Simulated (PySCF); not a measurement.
# CoO₂⁺: relaxation and vibrations of the quintet

The task is one start of a wider search on CoO₂⁺: the quintet, from a bent start. It is relaxed, tested by its Hessian and followed downhill if it is a saddle.

Program: PySCF 2.14.0. Level of theory: PBE0, basis Co def2-TZVP, O def2-TZVP, no relativity, density fitting. These are calculated values, not measurements.

## Step 1: Where the work starts

3 atoms, charge 1, spin multiplicity 5.

Bond lengths: Co1–O2 1.568 Å, Co1–O3 1.568 Å. Angles: O2–Co1–O3 110.0°.

```xyz
3
charge 1 multiplicity 5
Co    0.0000    0.0000    0.0000
O     1.2844    0.0000    0.8994
O    -1.2844    0.0000    0.8994
```

## Step 2: Finding the electronic state

The steps below are one call of a driver around PySCF. For each, scf.py gives the equivalent set-up of the SCF; relaxations use the driver's own optimiser. After this first run the driver tries any further starts and a stability analysis.

Contents of scf.py:

```python
from pyscf import gto, scf, dft
mol = gto.M(atom='''
Co     0.000000     0.000000     0.000000
O      1.284400     0.000000     0.899400
O     -1.284400     0.000000     0.899400''',
    basis={'Co': 'def2-TZVP', 'O': 'def2-TZVP'},
    charge=1, spin=4)
mf = dft.UKS(mol, xc='PBE0')
mf.grids.atom_grid = (50, 194)
aux = {'Co': 'def2-universal-JKFIT', 'O': 'def2-universal-JKFIT'}
mf = mf.density_fit(auxbasis=aux)
mf.conv_tol = 1e-08
mf.diis_space = 10
mf.max_cycle = 60
mf.init_guess = 'minao'
mf.verbose = 4
mf.kernel()
```

The run is started by

```
OMP_NUM_THREADS=4 python axn.py task.json out
```

After this run come: Relaxation: bent start, quintet; Frequencies.

Before running it: what results should come out? Wanted: minimum; geometry; wavenumbers; dipole moment; highest occupied, lowest empty level; polar-tensor charge of Co1; zero-point energy; ⟨S²⟩.

The runs gave:

| quantity | value |
| --- | --- |
| minimum | quintet, C2v |
| geometry | Co–O 1.617 Å (×2); O–Co–O 108.3° |
| wavenumbers (cm⁻¹) | 289 (a1), 631 (b2), 801 (a1) |
| dipole moment (centre of mass) | 3.25 D |
| highest occupied, lowest empty level (either spin) | -16.29, -12.42 eV |
| polar-tensor charge of Co1 | +1.22 e |
| zero-point energy | 10.3 kJ/mol |
| entropy at 298.15 K | 276.6 J/(mol K) |
| ⟨S²⟩ | 6.032 |

What this shows: The bent start keeps its C2v symmetry and ends in a minimum. The strongest infrared band lies at 289 cm⁻¹ (a1, bend). The first SCF alone would have been 30 kJ/mol too high. Other starts or spin states, not run here, may lie lower. One determinant may miss the lowest occupation of an open d or f shell.
